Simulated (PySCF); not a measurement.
# A gas-phase reaction: H4SSi + H4Si → H6SSi2 + H2

Wanted: the reaction energy for `[SiH3]S` + `[SiH4]` → `[SiH3]S[SiH3]` + `[H][H]`.

Programs: PySCF 2.14.0. All values are calculated, for the isolated system unless a continuum is named. Atoms count from 0, parts from 1.

### Step 1. The system as given

Each species was relaxed by itself at PBE0-D3(BJ)/def2-SVPD.

### Step 2. Reaction energy: wB97M-D3(BJ)/def2-TZVPD

Job settings and geometry (Å):

```
{"job": {"kind": "react", "xc": "wB97M-D3(BJ)", "basis": "def2-TZVPD"}, "charge": 0, "multiplicity": 1}
-1 H4SSi charge 0 multiplicity 1
Si    -0.527090    -0.009010    -0.001550
S      1.426580     0.898280    -0.116720
H     -0.741320    -0.663290     1.321220
H     -0.719600    -1.014360    -1.085910
H     -1.479710     1.121990    -0.175140
H      2.108470    -0.255120     0.064580

-1 H4Si charge 0 multiplicity 1
Si    -0.007560    -0.002490    -0.000700
H     -0.290300    -1.074470    -0.998590
H     -0.684080     1.258760    -0.420730
H      1.464230     0.225890     0.080160
H     -0.520090    -0.420120     1.336370

+1 H6SSi2 charge 0 multiplicity 1
Si     0.443200     1.166330    -1.030070
S     -1.223950     0.744020     0.270440
Si    -0.552310    -1.142780     1.068250
H      0.133560     2.467070    -1.684560
H      0.592280     0.091450    -2.054250
H      1.707360     1.268400    -0.243970
H      0.745810    -0.975220     1.784680
H     -0.379170    -2.141320    -0.026850
H     -1.612720    -1.587830     2.013500

+1 H2 charge 0 multiplicity 1
H      0.379810    -0.013870     0.013450
H     -0.379810     0.013870    -0.013450
```

Level: wB97M-D3(BJ)/def2-TZVPD reaction energy of separated species, gas phase.

The run is started by

```
> OMP_NUM_THREADS=1 python cluster_run.py task.json out
```

This one command runs all jobs of the session in turn.

**Question.** The jobs that follow are: PBE0-D3(BJ)/def2-TZVPD reaction energy of separated species, gas phase; MP2/def2-TZVPD reaction energy of separated species, gas phase. Predict: reaction energy (wB97M-D3(BJ)/def2-TZVPD); ΔH, ΔG at 298 K (xTB thermal terms). Thermal terms come from harmonic xTB runs on each species.

**Answer**, as computed:

| quantity | value |
| --- | --- |
| reaction energy (wB97M-D3(BJ)/def2-TZVPD) | -8.75 kcal/mol |
| ΔH, ΔG at 298 K (xTB thermal terms) | -10.1, -8.5 kcal/mol |
| range of the reaction energy over the runs of this table | -12.68 to -8.75 kcal/mol |

What this shows: The reaction is exothermic by 10.1 kcal/mol in the gas phase; dispersion gives -1.27, and xTB itself gave 0.32 for the electronic energy (xTB energies and thermal terms come from the earlier relaxation of each species, not shown). No barrier was sought. The reaction energy runs from -12.68 (MP2/def2-TZVPD) to -8.75 kcal/mol (wB97M-D3(BJ)/def2-TZVPD).
